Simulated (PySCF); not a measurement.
# FO3Re (Re(O)3(F)): the cost of one run

Computed with PySCF 2.14.0. Level: several levels, as the steps say, no spin–orbit coupling.

3 further runs of the same task are left out: 2 for a known fault of the program, 1 that didn't finish.

## (1) Where the work starts

5 atoms, charge 0, spin multiplicity 1.

Bond lengths: Re1–O2 1.715 Å, Re1–O3 1.715 Å, Re1–O4 1.715 Å, Re1–F5 1.867 Å. Angles: O2–Re1–O3 107.9°, O2–Re1–O4 107.9°, O2–Re1–F5 111.0°, O3–Re1–O4 107.9°, O3–Re1–F5 111.0°, O4–Re1–F5 111.0°.

Coordinates:

```xyz
5

Re   -0.0035    0.0035   -0.0035
O     1.0054    0.9557    1.0054
O    -0.9557   -1.0054    1.0054
O     1.0054   -1.0054   -0.9557
F    -1.0815    1.0815   -1.0815
```

Formal oxidation states: Re +7. An earlier session relaxed this geometry at BP86, Re def2-SVP with ECP60, O def2-SVP, F def2-SVP (singlet, point group C3v).

At BP86 on the finer grid: E = -403.852421 Eh, HOMO -8.59 eV, LUMO -4.24 eV, Mulliken charge on Re1 +1.16 e, largest force component 0.025 eV/Å. 

Levels to run: TPSSh; PBE0; CAM-B3LYP; TPSS; BP86, TZVP; BP86, x2c-SVP. Hardware: 2 threads of Arm Neoverse V1, shared host.

## (2) TPSSh

File run.py (the lines that set the calculation):

```python
mol = gto.M(atom='''
Re    -0.00350     0.00350    -0.00350
O      1.00537     0.95571     1.00537
O     -0.95571    -1.00537     1.00537
O      1.00537    -1.00537    -0.95571
F     -1.08148     1.08148    -1.08148''',
    basis={'Re': 'def2-SVP', 'O': 'def2-SVP', 'F': 'def2-SVP'},
    ecp={'Re': 'def2-SVP'},
    charge=0, spin=0)
mf = dft.RKS(mol, xc='TPSSH')
mf.grids.atom_grid = (75, 302)
mf = mf.density_fit()  # fitting sets: Re def2-universal-JKFIT, O def2-universal-JKFIT, F def2-universal-JKFIT
mf.conv_tol = 1e-08; mf.max_cycle = 55
mf.kernel(dm0)  # dm0: the density of the relaxed state
```

On the command line:

```console
$ OMP_NUM_THREADS=2 python run.py
```

**Question.** How long does this run take on 2 threads of Arm Neoverse V1, shared host?

About 4 s.
